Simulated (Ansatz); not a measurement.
This script drives Ansatz 0.2.0, Python API.

`formation_w3n4.py`
```python
'''Formation energy of W3N4 from the elements, after relaxing cells and atoms.'''

from collections import Counter
import warnings

import ansatz as az
import numpy as np

XC = 'pbe'
ECUT = 420
K_SPACING = 0.27
FILLING = 'fermi_dirac'
WIDTH_EV = 0.05

PHASES = {
    'W3N4': (
        [(4.122, 0.0, 0.0), (0.0, 4.122, 0.0), (0.0, 0.0, 4.122)],
        [
            ('W', (0.5, 0.5, 0.0)),
            ('W', (0.0, 0.5, 0.5)),
            ('W', (0.5, 0.0, 0.5)),
            ('N', (0.5, 0.5, 0.5)),
            ('N', (0.5, 0.0, 0.0)),
            ('N', (0.0, 0.5, 0.0)),
            ('N', (0.0, 0.0, 0.5)),
        ],
    ),
    'W': (
        [(-1.582345, 1.582345, 1.582345), (1.582345, -1.582345, 1.582345), (1.582345, 1.582345, -1.582345)],
        [
            ('W', (0.0, 0.0, 0.0)),
        ],
    ),
    'N2': (
        [(9.0, 0.0, 0.0), (0.0, 9.5, 0.0), (0.0, 0.0, 10.0)],
        [
            ('N', (0.5, 0.5, 0.4445)),
            ('N', (0.5, 0.5, 0.5555)),
        ],
    ),
}


def build(vectors, sites):
    crystal = az.Crystal(lattice=az.Lattice.of(vectors))
    for symbol, position in sites:
        crystal = crystal.atom(symbol, position)
    return crystal

GASES = {'N2'}


def ground_state(name, crystal):
    calc = (
        crystal.calculation()
        .functional(XC)
        .basis(ECUT)  # cutoff of the orbital basis
        .kpoints(spacing=K_SPACING)
        .occupations(FILLING, width=WIDTH_EV)
        .stress()  # GPa
    )
    if name in GASES:
        return calc.kpoints(1, 1, 1).relax(force_tolerance=0.02).run(threads=1)
    calc = calc.relax(force_tolerance=0.02, cell=True)
    return calc.run(threads=1)


def counts(outcome):
    return Counter(site.symbol for site in outcome.lattice.sites)

def formation_energy(outcome, mu):
    n = counts(outcome)
    return (outcome.report['energy_sigma0_ev'] - sum(k * mu[element] for element, k in n.items())) / sum(n.values())


def volume_per_atom(outcome):
    return abs(np.linalg.det(outcome.lattice.cell_ang)) / len(outcome.lattice.sites)


def main() -> None:
    warnings.simplefilter('ignore', az.DeckWarning)

    phases = {name: build(*cell) for name, cell in PHASES.items()}

    done = {name: ground_state(name, crystal) for name, crystal in phases.items()}

    # chemical potentials of the elements at zero temperature
    references = {'W': 'W', 'N': 'N2'}
    mu = {element: done[name].report['energy_sigma0_ev'] / len(done[name].lattice.sites) for element, name in references.items()}

    target = done['W3N4']
    heat = formation_energy(target, mu)
    n = counts(target)
    print('cell content:', dict(n), ' volume', round(volume_per_atom(target), 3), 'A^3/atom')
    print('formation energy', round(heat, 4), 'eV/atom,', round(heat * sum(n.values()), 4), 'eV per cell')
    print('bound against the elements' if heat < 0 else 'unbound against the elements')
    # no correction for the overbinding of the gas molecule is applied


if __name__ == '__main__':
    main()
```

It is started by `python formation_w3n4.py`. How long does it take on 1 thread of Arm Neoverse V2, with other jobs on the host, and how much memory does it need?

It took about 29 s, with a peak of 0.64 GiB, for 3 runs of the engine.

```console
$ python formation_w3n4.py
cell content: {<Element.W: 'W'>: 3, <Element.N: 'N'>: 4}  volume 10.716 A^3/atom
formation energy -0.0366 eV/atom, -0.2562 eV per cell
bound against the elements
```

What to keep in mind:
- Spin is left out of this run.
- For the metals among these phases the mesh is modest: differences between phases can be off by up to 40 meV an atom.
- The program warned that this SCF threshold is loose for forces or stresses.
- Spin-orbit coupling, which matters for elements this heavy, is left out.
- The cells come from databases of deposited and of computed structures, and not all need be stable phases.
- The compound is the structure given, not necessarily its lowest; energies are at zero temperature, with no correction for gases. A semilocal functional's error on such energies is often 0.05 to 0.1 eV an atom, and 0.1 to 0.3 eV against gases such as O2 or F2.
- The script silences the warnings on its input, which a real study should read.

(Lines on the test bed's own set-up are left out of the output.)
